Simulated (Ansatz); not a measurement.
# CH₃ClSn (SMILES [CH3][Sn][Cl]): energies and forces away from the minimum

The task here is to estimate one member of a computed series from the others.

The runs use Ansatz 0.2.0, Gaussian basis; single points with forces in def2-TZVPP.

Levels: PBE-D4, r2SCAN-D4, PBE0-D4, wB97M-V, Hartree-Fock, MP2, CCSD, CCSD(T). Each coordinate is moved by a Gaussian draw of the width named (0.7 of it for atoms other than hydrogen): 0.06, 0.09, 0.04, 0.04 Å.

Correlated methods freeze the cores. Filled d shells of the heavier atoms are correlated. Core potentials replace the inner electrons past krypton, and spin-orbit coupling is left out.

2 further runs of the same task are left out: 2 set aside as unsound or not needed.

### Where the work starts

SMILES `[CH3][Sn][Cl]`, 6 atoms, charge 0, spin multiplicity 1.

Atoms are counted from 1 here; the program's logs count them from 0.

Bond lengths: C1–Sn2 2.099 Å, C1–H4 1.076 Å, C1–H5 1.104 Å, C1–H6 1.182 Å, Sn2–Cl3 2.334 Å. Angles: Sn2–C1–H4 112.5°, Sn2–C1–H5 113.5°, Sn2–C1–H6 109.7°, H4–C1–H5 106.5°, H4–C1–H6 108.7°, H5–C1–H6 105.7°, C1–Sn2–Cl3 107.5°.

Coordinates:

```
C    -0.38350    0.46900   -0.34030
Sn    0.13500   -0.55380    1.41780
Cl    1.80460   -2.09040    0.87130
H    -0.73140   -0.19360   -1.11410
H     0.44980    1.04780   -0.77480
H    -1.23250    1.25700   -0.10620
```

The first run:

File pre/in.yaml:

```yaml
crystal:
  periodic: [false, false, false]
  atoms:
    - {symbol: C, position_ang: [-0.383500, 0.469000, -0.340300]}
    - {symbol: Sn, position_ang: [0.135000, -0.553800, 1.417800]}
    - {symbol: Cl, position_ang: [1.804600, -2.090400, 0.871300]}
    - {symbol: H, position_ang: [-0.731400, -0.193600, -1.114100]}
    - {symbol: H, position_ang: [0.449800, 1.047800, -0.774800]}
    - {symbol: H, position_ang: [-1.232500, 1.257000, -0.106200]}
basis:
  gaussian: {orbitals: def2-SVP}
hamiltonian: {xc: pbe, dispersion: d4}
relax: {f_tol: 0.03, max_steps: 250}
```

No record of the launch command was kept for these runs.

Among the steps run: A first relaxation in a small basis; Relaxation at PBE0-D4; The minimum at every level; Structure 1, width 0.06 Å; Structure 2, width 0.09 Å; Structure 3, width 0.04 Å; Structure 4, width 0.04 Å.

One table of the session follows, with a row left open; its other results are not shown here.

```
   method  RMS force component (eV/Å)  angle to CCSD(T) forces (°)  dipole (D)
   PBE-D4                       1.346                          6.5        2.04
r2SCAN-D4                           ?                            ?           ?
  PBE0-D4                       1.333                          0.5        2.19
  wB97M-V                       1.319                          1.4        2.19
  CCSD(T)                       1.310                    reference        2.15
```

Estimate the missing values for r2SCAN-D4.

**Answer.** RMS force component (eV/Å): 1.328; angle to CCSD(T) forces (°): 1.6; dipole (D): 2.11. In the column «RMS force component (eV/Å)» it lies between wB97M-V (1.319) and PBE0-D4 (1.333).
